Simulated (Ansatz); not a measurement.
# Br4Si: the cost of one run

Method: the settings change from run to run; program: Ansatz 0.2.0, Gaussian basis.

2 further runs of the same task are left out: 2 that didn't finish.

### 1 The geometry

An earlier PBE0-D4 in a triple-zeta def2 set relaxation fixed the geometry.

5 atoms, charge 0, spin multiplicity 1.

Atoms are counted from 1 here; the program's logs count them from 0.

Bond lengths: Br1–Si2 2.194 Å, Si2–Br3 2.194 Å, Si2–Br4 2.194 Å, Si2–Br5 2.194 Å. Angles: Br1–Si2–Br3 109.5°, Br1–Si2–Br4 109.5°, Br1–Si2–Br5 109.5°, Br3–Si2–Br4 109.5°, Br3–Si2–Br5 109.5°, Br4–Si2–Br5 109.5°.

### 2 B2PLYP/def2-mTZVP

Set apart from the defaults: atoms shaken by 0.03 Å, a grid of angular degree 11, a point charge of 2.00 e beside it.

The input, in.yaml:

```yaml
crystal:
  periodic: [false, false, false]
  atoms:
    - {symbol: Br, position_ang: [-1.151812, 0.128192, 1.865991]}
    - {symbol: Si, position_ang: [-0.037078, -0.019118, 0.002934]}
    - {symbol: Br, position_ang: [1.846051, -1.105024, 0.369038]}
    - {symbol: Br, position_ang: [-1.110614, -0.994760, -1.623089]}
    - {symbol: Br, position_ang: [0.496989, 1.963982, -0.731763]}
basis:
  gaussian: {orbitals: def2-mTZVP, final_grid: {core_spheres: 5, valence_spheres: 4, degree: 11}, point_charges: [{charge: 2.00, position_ang: [5.354, 0.757, 0.558]}]}
hamiltonian: {xc: {name: B2PLYP}}
output: {forces: true}
```

Started as:

```bash
> ansatz run in.yaml --threads 2 --pin off --events-out ev --progress --plain --max-ram 22528MiB --backend cpu
```

Q: Estimate wall time and peak memory on 2 threads of AMD EPYC 7R13, shared host.

About 28 s, with a peak of 0.7 GiB.
